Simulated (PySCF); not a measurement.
# C₄H₈ClNSi: magnetic properties

Aim: compute the magnetic properties of C₄H₈ClNSi (`[H]/N=C/C(=C/C)[SiH2]Cl`).

Computed with PySCF 2.14.0 and routines of our own; the level stands in each step. Atoms count from 0.

## 1. The system as given

15 atoms, charge 0, multiplicity 1; geometry from: GFN2-xTB.

## 2. Magnetic properties: GIAO PBE0/pcSseg-1

Job settings and geometry (Å):

```
{"job": {"kind": "mag", "xc": "PBE0", "basis": "pcSseg-1", "isotopologues": 2}, "charge": 0, "multiplicity": 1}
C     -2.091854    -0.399213     0.837012
C     -0.694514    -0.857129     0.631994
C      0.276612    -0.219253    -0.029800
C      1.594926    -0.814467    -0.116845
N      2.475747    -0.182097    -0.763186
Si     0.232640     1.458528    -0.913361
Cl     1.177836     2.793389     0.261841
H     -2.777430    -1.063098     0.308430
H     -2.241275     0.615283     0.484016
H     -2.345697    -0.451109     1.895556
H     -0.472597    -1.824046     1.078533
H      1.756205    -1.776571     0.390536
H      3.399352    -0.604833    -0.805769
H      0.855684     1.401352    -2.225043
H     -1.150047     1.931255    -1.055827
```

Method: GIAO PBE0/pcSseg-1 magnetisability, rotational g tensor and spin-rotation constants, non-relativistic, gas phase.

The run is started by

```bash
$ OMP_NUM_THREADS=1 python excited_run.py task.json out
```

The driver reads the jobs from task.json and runs them one after another.

The log of the run:

```text
coarse grid: 13616 points
cycle   1  E = -961.0214939335  dE =  8.083e-01  |g| = 4.606e-01  |ddm| = 3.602e+00
cycle   2  E = -960.9804345840  dE =  4.106e-02  |g| = 6.407e-01  |ddm| = 1.307e+00
cycle   3  E = -961.0707439692  dE = -9.031e-02  |g| = 1.514e-01  |ddm| = 8.510e-01
cycle   4  E = -961.0760586761  dE = -5.315e-03  |g| = 3.642e-02  |ddm| = 1.740e-01
cycle   5  E = -961.0763883748  dE = -3.297e-04  |g| = 7.007e-03  |ddm| = 5.571e-02
cycle   6  E = -961.0763986338  dE = -1.026e-05  |g| = 3.149e-03  |ddm| = 1.012e-02
cycle   7  E = -961.0764008287  dE = -2.195e-06  |g| = 1.036e-03  |ddm| = 3.667e-03
final grid: 122472 points
cycle   8  E = -961.1139817134  dE = -3.433e-05  |g| = 7.477e-03  |ddm| = 3.303e-02
cycle   9  E = -961.1139781943  dE =  3.519e-06  |g| = 8.227e-03  |ddm| = 1.626e-02
cycle  10  E = -961.1139947568  dE = -1.656e-05  |g| = 1.534e-03  |ddm| = 9.484e-03
cycle  11  E = -961.1139952815  dE = -5.247e-07  |g| = 4.584e-04  |ddm| = 1.761e-03
cycle  12  E = -961.1139953328  dE = -5.128e-08  |g| = 1.065e-04  |ddm| = 5.577e-04
cycle  13  E = -961.1139953352  dE = -2.368e-09  |g| = 4.569e-05  |ddm| = 1.442e-04
cycle  14  E = -961.1139953356  dE = -4.168e-10  |g| = 1.312e-05  |ddm| = 4.785e-05
converged SCF energy = -961.1139953356

Magnetisability tensor (1e-30 J/T^2)
    -1128.30      -48.35      -94.91
      -48.35    -1179.69     -157.92
      -94.91     -157.92    -1317.52
isotropic -1208.50   principal values   -1455.24  -1099.24  -1071.03
isotropic susceptibility -72.778 1e-6 cm^3/mol

Inertial axes            a          b          c
rot. const./GHz      2.1354     1.3627     0.9666
chi total           -69.252    -67.530    -81.551
chi diamagnetic    -679.070   -972.767  -1333.745
chi paramagnetic    609.818    905.237   1252.194
quadrupole/D A       -0.486      5.022     -4.536
g nuclear            0.5838     0.5585     0.5626
g electronic        -0.6118    -0.5795    -0.5686
g total             -0.0280    -0.0210    -0.0060

Spin-rotation constants (kHz, H = +C I.J)
atom  isotope        aa         bb         cc
  4    14N        0.406      0.398      0.070
  6   35Cl        0.146      0.132      0.070
  7     1H       -0.055     -0.146     -0.056
  8     1H       -0.077     -0.059     -0.093
  9     1H       -0.202     -0.115     -0.010
 10     1H       -0.005     -0.039     -0.070
 11     1H       -0.015     -0.016     -0.057
 12     1H       -0.190      0.226     -0.112
 13     1H       -0.132     -0.064     -0.004
 14     1H       -0.174      0.046     -0.067
  0    13C*       0.356      0.180      0.138
  1    13C*       0.807      0.670      0.208
  2    13C*       0.747      0.623      0.220
  3    13C*       0.802      0.687      0.260
  5   29Si*      -1.183     -0.840     -0.567
* in the singly substituted isotopologue

Isotopologues: g along a, b, c
2H    at 7,8,9,10,11,12    -0.0250    -0.0189    -0.0052
13C   at 0                 -0.0280    -0.0206    -0.0060
```

Run time: 46 s. Hardware: 1 thread of Arm Neoverse N1, shared host; peak memory 0.79 GiB.

From this job:

| quantity | value |
| --- | --- |
| magnetisability | -1208·10⁻³⁰ J/T² |
| molar susceptibility | -72.8·10⁻⁶ cm³/mol |
| rotational g (a, b, c) | -0.0280, -0.0210, -0.0060 |

## 3. Magnetic properties: GIAO wB97X/pcSseg-1

The job, as its differences from that of step 2:

```diff
@@ -1,2 +1,2 @@
-{"job": {"kind": "mag", "xc": "PBE0", "basis": "pcSseg-1", "isotopologues": 2}, "charge": 0, "multiplicity": 1}
+{"job": {"kind": "mag", "xc": "wB97X", "basis": "pcSseg-1"}, "charge": 0, "multiplicity": 1}
 C     -2.091854    -0.399213     0.837012
```

Method: GIAO wB97X/pcSseg-1 magnetisability, rotational g tensor and spin-rotation constants, non-relativistic, gas phase.

The log of the run:

```text
coarse grid: 13616 points
cycle   1  E = -961.4664409750  dE =  1.057e+00  |g| = 4.702e-01  |ddm| = 3.536e+00
cycle   2  E = -961.4877392753  dE = -2.130e-02  |g| = 4.626e-01  |ddm| = 1.068e+00
cycle   3  E = -961.5308193392  dE = -4.308e-02  |g| = 6.924e-02  |ddm| = 5.219e-01
cycle   4  E = -961.5320999273  dE = -1.281e-03  |g| = 3.190e-02  |ddm| = 9.978e-02
cycle   5  E = -961.5323639037  dE = -2.640e-04  |g| = 4.748e-03  |ddm| = 5.178e-02
cycle   6  E = -961.5323794149  dE = -1.551e-05  |g| = 1.866e-03  |ddm| = 1.539e-02
cycle   7  E = -961.5323815995  dE = -2.185e-06  |g| = 1.213e-03  |ddm| = 6.192e-03
final grid: 122472 points
cycle   8  E = -961.5817191939  dE = -1.277e-04  |g| = 5.904e-03  |ddm| = 3.697e-02
cycle   9  E = -961.5817233935  dE = -4.200e-06  |g| = 4.304e-03  |ddm| = 1.048e-02
cycle  10  E = -961.5817266218  dE = -3.228e-06  |g| = 1.120e-03  |ddm| = 4.187e-03
cycle  11  E = -961.5817268709  dE = -2.491e-07  |g| = 3.651e-04  |ddm| = 1.423e-03
cycle  12  E = -961.5817269089  dE = -3.798e-08  |g| = 8.294e-05  |ddm| = 5.257e-04
cycle  13  E = -961.5817269118  dE = -2.913e-09  |g| = 2.508e-05  |ddm| = 2.161e-04
cycle  14  E = -961.5817269122  dE = -3.845e-10  |g| = 1.280e-05  |ddm| = 7.663e-05
converged SCF energy = -961.5817269122

Magnetisability tensor (1e-30 J/T^2)
    -1139.83      -48.61      -92.32
      -48.61    -1184.32     -158.38
      -92.32     -158.38    -1326.03
isotropic -1216.73   principal values   -1462.20  -1109.25  -1078.74
isotropic susceptibility -73.273 1e-6 cm^3/mol

Inertial axes            a          b          c
rot. const./GHz      2.1354     1.3627     0.9666
chi total           -69.710    -68.115    -81.994
chi diamagnetic    -679.421   -973.202  -1334.281
chi paramagnetic    609.711    905.086   1252.287
quadrupole/D A       -0.638      5.012     -4.374
g nuclear            0.5838     0.5585     0.5626
g electronic        -0.6117    -0.5794    -0.5687
g total             -0.0279    -0.0209    -0.0060

Spin-rotation constants (kHz, H = +C I.J)
atom  isotope        aa         bb         cc
  4    14N        0.397      0.392      0.067
  6   35Cl        0.137      0.129      0.064
  7     1H       -0.058     -0.146     -0.057
  8     1H       -0.080     -0.060     -0.094
  9     1H       -0.204     -0.115     -0.011
 10     1H       -0.009     -0.038     -0.070
 11     1H       -0.021     -0.018     -0.058
 12     1H       -0.192      0.222     -0.111
 13     1H       -0.135     -0.066     -0.005
 14     1H       -0.176      0.044     -0.068
  0    13C*       0.339      0.172      0.132
  1    13C*       0.783      0.672      0.204
  2    13C*       0.721      0.623      0.212
  3    13C*       0.788      0.693      0.255
  5   29Si*      -1.172     -0.827     -0.562
* in the singly substituted isotopologue
```

Wall time 62 s (1 thread of Arm Neoverse N1, shared host); peak memory 0.86 GiB.

In short:

| quantity | value |
| --- | --- |
| magnetisability | -1217·10⁻³⁰ J/T² |
| molar susceptibility | -73.3·10⁻⁶ cm³/mol |
| rotational g (a, b, c) | -0.0279, -0.0209, -0.0060 |

## 4. The levels compared

| level | ξ (10⁻³⁰ J/T²) | g(a) | g(b) | gap (eV) | functions | time |
| --- | --- | --- | --- | --- | --- | --- |
| GIAO PBE0/pcSseg-1 | -1208 | -0.0280 | -0.0210 | 6.25 | 173 | 46 s |
| GIAO wB97X/pcSseg-1 | -1217 | -0.0279 | -0.0209 | 10.63 | 173 | 62 s |

## 5. What came out

| quantity | value |
| --- | --- |
| magnetisability (step 2, GIAO PBE0/pcSseg-1) | -1208·10⁻³⁰ J/T² |
| molar susceptibility (step 2, GIAO PBE0/pcSseg-1) | -72.8·10⁻⁶ cm³/mol |
| rotational g (a, b, c) (step 2, GIAO PBE0/pcSseg-1) | -0.0280, -0.0210, -0.0060 |
| magnetisability over the levels | -1217 to -1208·10⁻³⁰ J/T² |

What this shows: The magnetisability spreads by 0.7 % over 2 levels, from GIAO wB97X/pcSseg-1 (62 s) to GIAO PBE0/pcSseg-1 (46 s); the runs took 46 s to 62 s. Two levels can agree by chance, so this spread shows no convergence. Vibrational averaging and real surroundings are missing from these values.
